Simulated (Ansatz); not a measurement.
The system is LaSi3Rh.

```
La Rh Si
1.0
    -2.13487    2.13487    4.93463
     2.13487   -2.13487    4.93463
     2.13487    2.13487   -4.93463
La Rh Si
1 1 3
Cartesian
  0.0000 0.0000 9.8643
  0.0000 0.0000 6.4597
  0.0000 2.1349 2.5859
  2.1349 0.0000 2.5859
  0.0000 0.0000 4.0655
```

The cell is a database's computed one.

```yaml
Program: Ansatz 0.2.0
Task: relaxation of cell and atoms
Functional: RPBE
Dispersion: D3(BJ)
Potentials_or_basis: Ansatz PAW
Cutoff: "420 eV (not typed: the program's choice for these potentials)"
k_mesh: 9 × 9 × 9
Occupations: fermi-dirac, width 0.05 eV
Spin: no spin polarisation
```

At the start: volume 17.99 Å³/atom.

Task: Where does the relaxation end?

Result: It ends after 6 steps and the volume is 14.80 Å³/atom (-17.7 %); space group I4mm (No. 107, to 0.05 Å).

Step by step:
```
step  energy change (eV)  largest force (eV/Å)  volume (Å³)
   1              0.0000                0.1983        89.96
   2             -1.4308                0.5351        77.65
   3             -1.5521                0.2705        73.86
   4             -1.5545                0.1049        74.03
   5             -1.5549                0.0015        74.01
   6             -1.5511                0.0007        74.01
```

Final structure:
```yaml
crystal:
  lattice:
    - [-1.99211, 1.99211, 4.66235]
    - [1.99211, -1.99211, 4.66235]
    - [1.99211, 1.99211, -4.66235]
  atoms:
    - { symbol: La, position: [0.00541, 0.00541, 0.00000] }
    - { symbol: Rh, position: [0.64749, 0.64749, 0.00000] }
    - { symbol: Si, position: [0.76592, 0.26592, 0.50000] }
    - { symbol: Si, position: [0.26592, 0.76592, 0.50000] }
    - { symbol: Si, position: [0.40526, 0.40526, 0.00000] }
```

Caveat: the volume moved by over 15 % at a fixed basis, so the end points are rough; the plane-wave basis is chosen anew once the cell has moved, so the energies of steps on either side of that aren't comparable; the PAW data sets come from PBE, with cores solved anew for the run's functional, which leaves a small shift of forces and pressure.
